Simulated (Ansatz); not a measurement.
# YGe2Ru2 at fixed geometry

All numbers below are computed with Ansatz 0.2.0 (DFT, r2SCAN, no spin polarisation, plane waves, PAW).

## (1) Geometry

It takes space group I4/mmm (No. 139, tetragonal). The conventional cell has a = 4.106 Å, b = 4.106 Å, c = 10.215 Å, α = 90.00°, β = 90.00°, γ = 90.00°. Around Y (site symmetry 4/mmm) lie 8 Ge at 3.16 Å and 8 Ru at 3.28 Å. Ge (site symmetry 4mm) is surrounded by 4 Ru at 2.43 Å and 1 Ge at 2.49 Å. Ru (site symmetry -4m2) has 4 Ge at 2.43 Å as nearest neighbours.

The coordinates stand in the input below.

It is a restart: the density comes from an earlier run on this cell.

## (2) The run

Contents of input.yaml:

```yaml
crystal:
  lattice:
    - [0.0, 4.106038, 0.0]
    - [4.106038, 0.0, 0.0]
    - [2.053019, 2.053019, -5.107279]
  atoms:
    - { symbol: "Y", position: [0.0, 0.0, 0.0] }
    - { symbol: Ge, position: [0.378, 0.378, 0.244] }
    - { symbol: Ge, position: [0.622, 0.622, 0.756] }
    - { symbol: Ru, position: [0.75, 0.25, 0.5] }
    - { symbol: Ru, position: [0.25, 0.75, 0.5] }
  symmetry: { tolerance: 0.0003 }
kpoints:
  mp_grid: { grid: [8, 8, 8], shift: [0, 0, 0] }
  band_path:
    path:
      - [0.0, 0.0, 0.0]
      - [0.5, 0.5, 0.5]
      - [0.5, 0.5, 0.25]
      - [0.0, 0.5, 0.0]
      - [0.0, 0.0, 0.0]
      - [0.0, 0.0, -0.5]
      - [0.0, 0.41920643, -0.29039678]
      - [0.0, 0.58079357, 0.29039678]
      - [0.0, 0.0, 0.0]
      - [0.5, 0.5, 0.5]
      - [0.41920643, 0.58079357, 0.5]
    npoints: 14
magnetization:
  spin_polarized: false
scf:
  occupations: { method: tetrahedron }
  lower_state_search: "off"
  max_iter: 200
hamiltonian:
  pseudopotentials: { kind: paw }
  xc: r2scan
basis:
  ecutwfc: 500
  fft_grid_basis: typed
output:
  forces: true
  stress: true
  eigenvalues: true
  bader: true
  populations: true
  elf: true
  write_potential: true
  volumetric_format: npy
  dos:
    e_range: [-12, 8]
    de: 0.05
    projected: { site_lists: { Ge: [Ge], Ru: [Ru], "Y": ["Y"] } }
checkpoint:
  read: saved_state
```

Command:

```sh
$ ansatz run input.yaml --threads 1 --pin off --max-ram 2560MiB --backend cpu --events-out ev --progress --plain --runs-dir out
```

Q: Estimate wall time and peak memory on 1 thread of Arm Neoverse V1, shared host.

About 88 s, with a peak of 0.75 GiB.
